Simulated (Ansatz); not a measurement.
# CH8N2Si2: single point in a Gaussian basis

Wanted for CH8N2Si2: a single point in a Gaussian basis. SMILES: N=C([SiH3])[SiH2]N.

Program: the Python package of Ansatz 0.2.0. Level of theory: B3LYP/cc-pVDZ. These are calculated values, not measurements.

## Step 1: The structure

Bond lengths: N1–C2 1.260 Å, C2–Si3 1.858 Å, C2–Si4 1.901 Å, Si4–N5 1.700 Å, N1–H6 1.024 Å, Si3–H7 1.538 Å, Si3–H8 1.425 Å, Si3–H9 1.536 Å, Si4–H10 1.415 Å, Si4–H11 1.532 Å, N5–H12 1.018 Å, N5–H13 1.008 Å. Angles (14 of 19 angles, heavy atoms first): N1–C2–Si3 124.7°, N1–C2–Si4 121.5°, Si3–C2–Si4 113.7°, C2–Si4–N5 110.3°, C2–N1–H6 116.3°, C2–Si3–H7 110.3°, C2–Si3–H8 112.9°, C2–Si3–H9 109.4°, C2–Si4–H10 112.6°, C2–Si4–H11 106.9°, N5–Si4–H10 110.4°, N5–Si4–H11 104.6°, Si4–N5–H12 108.6°, Si4–N5–H13 106.5°.

The script holds or builds the structure itself.

## Step 2: The script

Contents of run_energy.py:

```python
# -*- coding: utf-8 -*-
"""Electronic structure of the CH8N2Si2 molecule."""

import warnings

import ansatz as az
from ase import Atoms
import numpy as np


def main():
    warnings.simplefilter("ignore", az.DeckWarning)

    atoms = Atoms(["N", "C", "Si", "Si", "N", "H", "H", "H", "H", "H", "H", "H", "H"], positions=[
        [-0.3141, 1.248, 1.126],
        [-0.1496, 0.1507, 0.5298],
        [-0.2603, -1.5184, 1.3375],
        [0.3688, 0.0825, -1.2976],
        [0.3472, 1.6416, -1.9741],
        [-0.5925, 1.1922, 2.1097],
        [1.1047, -2.2245, 1.2909],
        [-1.2235, -2.369, 0.7224],
        [-0.5769, -1.3419, 2.8298],
        [1.6377, -0.5166, -1.4811],
        [-0.7305, -0.678, -2.0452],
        [-0.5368, 2.0872, -1.7353],
        [0.9461, 2.2114, -1.3981],
    ])
    ch8n2si2 = az.Crystal.molecule_from_ase(atoms)

    calc = (
        ch8n2si2.calculation()
        .basis(gaussian="cc-pVDZ")  # atom-centred Gaussian functions
        .functional("B3LYP")
        .forces()  # minus the gradient of the free energy
    )
    print(calc.to_yaml())
    result = calc.run(threads=1, backend="cpu")
    r = result.report

    for key in ("converged", "free_energy_ev", "reference_energy_ev", "n_frozen", "n_occupied", "n_virtual"):
        print(f"{key:22s} {r[key]}")

    state = r["mean_field"]["state"]
    print(f"mean field: {state['energy']['hartree']:.7f} Ha, <S^2> = {abs(state['spin_squared']):.4f}, stability: {state.get('stability', {}).get('kind')}")

    symbols = [site.symbol for site in ch8n2si2.cartesian_sites]
    print("forces (eV/A)")
    for symbol, f in zip(symbols, r["forces_ev_ang"]):
        print(f"  {symbol:2s} {f[0]:9.4f} {f[1]:9.4f} {f[2]:9.4f}")

    charges = r["charge_distribution"]
    dipole = np.array(charges["dipole_moment_e_ang"]) * 4.803205
    print("dipole (D): {:.3f} {:.3f} {:.3f}, length {:.3f}".format(*dipole, np.linalg.norm(dipole)))
    print("atom  Mulliken   Lowdin")
    for symbol, m, l in zip(symbols, charges["mulliken_charges_e"], charges["lowdin_charges_e"]):
        print(f"{symbol:4s} {m:9.3f} {l:8.3f}")


if __name__ == "__main__":
    main()
```

## Step 3: Launch

Started as:

```bash
$ python run_energy.py
```

Q: Predict the main results. Wanted: total energy; largest force; dipole moment.

As calculated:

```
     quantity           value
 total energy  -19902.7324 eV
largest force      2.585 eV/Å
dipole moment          1.35 D
```

What this shows: Forces reach 2.59 eV/Å, so the atoms aren't at rest. What to keep in mind:
- The geometry is a force-field or estimated start, not a minimum of this method, and the basis set is short of its limit.
- The Löwdin charges here are taken after orthogonalising the functions within each atom; they differ from plain Löwdin charges, and their signs can be unphysical.
- b3lyp holds the VWN-RPA fit, as in Gaussian; the form of ORCA and Turbomole is b3lyp5.
